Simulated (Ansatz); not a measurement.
## AlFH4SSi, SMILES [F][AlH][S][SiH3]: a rigid scan of one bond angle, step by step

Computed with Ansatz's Python interface.

Notebook, run cell by cell (the value of a cell's last expression is shown):

In [1]:
```python
import ansatz as az
from ase import Atoms

atoms = Atoms(["F", "Al", "S", "Si", "H", "H", "H", "H"], positions=[
    [1.7394, 1.7859, 1.52],
    [1.3871, 1.0959, -0.1102],
    [1.0707, -1.1408, -0.3165],
    [-0.9407, -0.9785, 0.0112],
    [1.2763, 2.0243, -1.4179],
    [-1.2785, -0.3811, 1.3338],
    [-1.5853, -2.3294, -0.036],
    [-1.5769, -0.1333, -1.0402],
])

# start the scan from a relaxed geometry
first = (
    az.Crystal.molecule_from_ase(atoms).calculation()
    .basis(gaussian="def2-SVP")
    .functional("b3lyp")
    .relax(force_tolerance=0.02, max_steps=80)
)
atoms.positions = first.run(threads=1).report["positions_ang"]
```

In [2]:
```python
rows = []
for angle in [90, 100, 110, 120, 135, 150, 165, 179]:
    bent = atoms.copy()
    bent.set_angle(3, 2, 1, angle, indices=[0, 1, 4])
    calc = (
        az.Crystal.molecule_from_ase(bent).calculation()
        .basis(gaussian="def2-SVP")
        .functional("b3lyp")
    )
    rows.append((angle, calc.run(threads=1).report["free_energy_ev"]))
floor = min(e for _, e in rows)
for angle, e in rows:
    print(f"angle Si3-S2-Al1 = {angle:3d} deg   {1000 * (e - floor):9.1f} meV")
```
```text
angle Si3-S2-Al1 =  90 deg        92.9 meV
angle Si3-S2-Al1 = 100 deg         0.0 meV
angle Si3-S2-Al1 = 110 deg        25.9 meV
angle Si3-S2-Al1 = 120 deg       117.3 meV
angle Si3-S2-Al1 = 135 deg       327.5 meV
angle Si3-S2-Al1 = 150 deg       566.3 meV
angle Si3-S2-Al1 = 165 deg       759.0 meV
angle Si3-S2-Al1 = 179 deg       837.3 meV
```

Reading the output:
- The scan is rigid, and the energies are electronic, in a modest basis. The zero is the lowest point of the grid, which needn't be the minimum.
- b3lyp holds the VWN-RPA fit, as in Gaussian; the form of ORCA and Turbomole is b3lyp5.
- Wall time of the script: 95 s on 1 thread of Arm Neoverse V1, with other jobs on the host, peak memory 0.25 GiB.

(Lines on the test bed's own set-up are left out of the output.)
